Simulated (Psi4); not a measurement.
# CH6GaN (SMILES [CH3][GaH][NH2]): BHLYP/6-31G(d) (spherical functions)

Aim: the vertical ionisation energy of CH6GaN at BHLYP/6-31G* (spherical functions), from 2 runs. 

The results are computed with Psi4 1.11.

2 further runs of the same task are left out: 2 set aside as unsound or not needed.

## (1) Starting point

The species is CH6GaN (9 atoms), meant as a singlet with charge 0. SMILES: `[CH3][GaH][NH2]`. The coordinates come from a PBE0-D4/def2-TZVP relaxation.

Bond lengths: C1–Ga2 1.962 Å, Ga2–N3 1.819 Å, C1–H4 1.093 Å, C1–H5 1.093 Å, C1–H6 1.091 Å, Ga2–H7 1.566 Å, N3–H8 1.006 Å, N3–H9 1.006 Å. Some angles: C1–Ga2–N3 118.1°, C1–Ga2–H7 126.4°, N3–Ga2–H7 115.5°, Ga2–C1–H4 110.4°, Ga2–C1–H5 110.5°, Ga2–C1–H6 111.7°, Ga2–N3–H8 124.0°, Ga2–N3–H9 124.3°, H4–C1–H5 107.2°, H4–C1–H6 108.5°.

## (2) A single-point energy at BHLYP/6-31G(d) (spherical functions)

File input.in:

```
memory 2200 mb

molecule geom {
  0 1
  C     -0.279100     0.944700    -1.124800
  Ga     0.513400    -0.531900    -0.104400
  N     -0.068200    -0.807600     1.596800
  H     -0.756000     0.568300    -2.033100
  H      0.493400     1.652200    -1.435600
  H     -1.026300     1.483500    -0.540100
  H      1.617900    -1.521300    -0.608700
  H      0.276500    -1.536600     2.197700
  H     -0.771600    -0.251300     2.052200
  symmetry c1
}

set globals {
  puream               true
  e_convergence        1e-09
  d_convergence        1e-08
  scf_type             pk
  dft_radial_points    99
  dft_spherical_points 590
}

energy_value, wavefunction = energy('bhhlyp/6-31G*', return_wfn=True)
oeprop(wavefunction, 'QUADRUPOLE', 'MULLIKEN_CHARGES', 'WIBERG_LOWDIN_INDICES')
```

Command:

```bash
$ psi4 input.in input.out -n 1
```

input.out:

```text
[...]
  Running in c1 symmetry.
[...]
  Nuclear repulsion =  188.630644528012226
[...]
  Multiplicity = 1
[...]
  Nalpha       = 25
  Nbeta        = 25
[...]
    Number of basis functions: 72
[...]
   @RKS iter   1: -2019.13440664842778   -2.26290e+00   3.96508e-02 ADIIS/DIIS
[...]
   @RKS iter  12: -2020.95683939876199   -8.64020e-12   8.81843e-09 DIIS
[...]
    Orbital Energies [Eh]
    ---------------------
    Doubly Occupied:
       1A   -374.935821     2A    -46.788710     3A    -41.384204
       4A    -41.380591     5A    -41.380087     6A    -14.770316
       7A    -10.559440     8A     -5.845272     9A     -4.060002
      10A     -4.052358    11A     -4.051187    12A     -0.978796
      13A     -0.961017    14A     -0.959384    15A     -0.957848
      16A     -0.956088    17A     -0.908181    18A     -0.771945
      19A     -0.538035    20A     -0.508746    21A     -0.457508
      22A     -0.453875    23A     -0.380727    24A     -0.330992
      25A     -0.301282
[...]
  @RKS Final Energy: -2020.95683939876199
   => Energetics <=
    Nuclear Repulsion Energy =            188.6306445280122261
    One-Electron Energy =               -3189.2945000912868636
    Two-Electron Energy =                1025.6028311256845882
    DFT Exchange-Correlation Energy =     -45.8958149611721851
    Empirical Dispersion Energy =           0.0000000000000000
    VV10 Nonlocal Energy =                  0.0000000000000000
    Total Energy =                      -2020.9568393987619856
[...]
 Multipole Moments:
 ------------------------------------------------------------------------------------
     Multipole            Electronic (a.u.)      Nuclear  (a.u.)        Total (a.u.)
 ------------------------------------------------------------------------------------
 L = 1.  Multiply by 2.5417464519 to convert [e a0] to [Debye]
 Dipole X            :          3.0176070           -3.2328397           -0.2152327
 Dipole Y            :         -3.3956461            3.5222631            0.1266170
 Dipole Z            :         -0.1270371            0.3457455            0.2187084
 Magnitude           :                                                    0.3319494
 L = 2.  Multiply by 1.3450342976 to convert [e a0^2] to [Debye ang]
 Quadrupole XX       :        -59.0829043           36.3870008          -22.6959034
 Quadrupole XY       :         33.1529620          -32.7902578            0.3627042
[...]
  Mulliken Charges: (a.u.)
   Center  Symbol    Alpha    Beta     Spin     Total
       1     C     3.31141  3.31141  0.00000 -0.62281
       2    GA    15.34501 15.34501  0.00000  0.30997
       3     N     3.95208  3.95208  0.00000 -0.90417
       4     H     0.41223  0.41223  0.00000  0.17555
       5     H     0.41221  0.41221  0.00000  0.17558
       6     H     0.41372  0.41372  0.00000  0.17257
       7     H     0.49828  0.49828  0.00000  0.00344
       8     H     0.32614  0.32614  0.00000  0.34771
       9     H     0.32892  0.32892  0.00000  0.34215
   Total alpha = 25.00000, Total beta = 25.00000, Total charge = -0.00000
[...]
```

Run time: 8.7 s. Hardware: 1 thread of Intel Xeon 6975P-C (Granite Rapids), shared host; peak memory 1.1 GiB.

## (3) The doublet cation at the same level

File ch6gan_ase.py:

```python
import numpy as np
from ase.calculators.psi4 import Psi4
from ase import Atoms

mol = Atoms(['C', 'Ga', 'N', 'H', 'H', 'H', 'H', 'H', 'H'], positions=[
    [-0.279100, 0.944700, -1.124800],
    [0.513400, -0.531900, -0.104400],
    [-0.068200, -0.807600, 1.596800],
    [-0.756000, 0.568300, -2.033100],
    [0.493400, 1.652200, -1.435600],
    [-1.026300, 1.483500, -0.540100],
    [1.617900, -1.521300, -0.608700],
    [0.276500, -1.536600, 2.197700],
    [-0.771600, -0.251300, 2.052200],
])
calc = Psi4(atoms=mol, method='bhhlyp', basis='6-31G*', memory='2200MB', num_threads=1, charge=1, multiplicity=2, label='ch6gan', reference='uks')
calc.psi4.set_options({'puream': True, 'e_convergence': 1e-09, 'd_convergence': 1e-08, 'scf_type': 'pk', 'dft_radial_points': 99, 'dft_spherical_points': 590, 'maxiter': 100})
mol.calc = calc

print(f'energy: {mol.get_potential_energy():.6f} eV')
```

Command:

```bash
$ python ch6gan_ase.py
```

ch6gan.dat:

```text
[...]
  Running in c1 symmetry.
[...]
  Nuclear repulsion =  188.630644528012226
[...]
  Multiplicity = 2
[...]
  Nalpha       = 25
  Nbeta        = 24
[...]
    Number of basis functions: 72
[...]
   @UKS iter   1: -2018.87727986502205   -2.00577e+00   3.93914e-02 DIIS/ADIIS
[...]
   @UKS iter  14: -2020.62324867634266   -1.36424e-12   4.77836e-09 DIIS
[...]
   @S^2 Observed:                7.541067422E-01
[...]
    Orbital Energies [Eh]
    ---------------------
    Alpha Occupied:
       1A   -375.176733     2A    -47.029972     3A    -41.625523
       4A    -41.622117     5A    -41.620636     6A    -15.163833
       7A    -10.738567     8A     -6.086763     9A     -4.301480
      10A     -4.295940    11A     -4.289459    12A     -1.326839
      13A     -1.204004    14A     -1.202324    15A     -1.196324
      16A     -1.195995    17A     -1.193821    18A     -0.949383
      19A     -0.888461    20A     -0.827205    21A     -0.733961
      22A     -0.636125    23A     -0.623565    24A     -0.610812
      25A     -0.524697
    Alpha Virtual:
[...]
  @UKS Final Energy: -2020.62324867634266
   => Energetics <=
    Nuclear Repulsion Energy =            188.6306445280122261
    One-Electron Energy =               -3176.8379510126569585
    Two-Electron Energy =                1013.3195887463649569
    DFT Exchange-Correlation Energy =     -45.7355309380631567
    Empirical Dispersion Energy =           0.0000000000000000
    VV10 Nonlocal Energy =                  0.0000000000000000
    Total Energy =                      -2020.6232486763428824
[...]
 Multipole Moments:
 ------------------------------------------------------------------------------------
     Multipole            Electronic (a.u.)      Nuclear  (a.u.)        Total (a.u.)
 ------------------------------------------------------------------------------------
 L = 1.  Multiply by 2.5417464519 to convert [e a0] to [Debye]
 Dipole X            :          2.5829711           -3.2328397           -0.6498686
 Dipole Y            :         -3.8925742            3.5222631           -0.3703111
 Dipole Z            :          1.6681981            0.3457455            2.0139437
 Magnitude           :                                                    2.1483548
[...]
```

Standard output:

```text
energy: -54983.959230 eV
```

Wall time 15 s (1 thread of Intel Xeon 6975P-C (Granite Rapids), shared host); peak memory 1.2 GiB.

## (4) What came out

Level: BHLYP/6-31G* (spherical functions).

```
                                          quantity           value
                      singlet CH6GaN: total energy  -2020.95684 Eh
                     singlet CH6GaN: dipole moment          0.84 D
                       singlet CH6GaN: HOMO energy        -8.20 eV
                       singlet CH6GaN: LUMO energy         0.59 eV
                     singlet CH6GaN: HOMO–LUMO gap         8.79 eV
                      doublet cation: total energy  -2020.62325 Eh
doublet cation: HOMO energy (highest over α and β)       -14.28 eV
 doublet cation: LUMO energy (lowest over α and β)       -10.19 eV
                              doublet cation: ⟨S²⟩           0.754
vertical ionisation energy (to the doublet cation)        9.077 eV
```

Removing an electron at fixed nuclei costs 9.08 eV (209 kcal/mol). The negative HOMO energy of the first species, 8.20 eV, lies 0.88 eV below that difference. Mulliken charges (singlet CH6GaN) run from -0.90 on N3 to +0.35 on H8; they depend strongly on the basis.
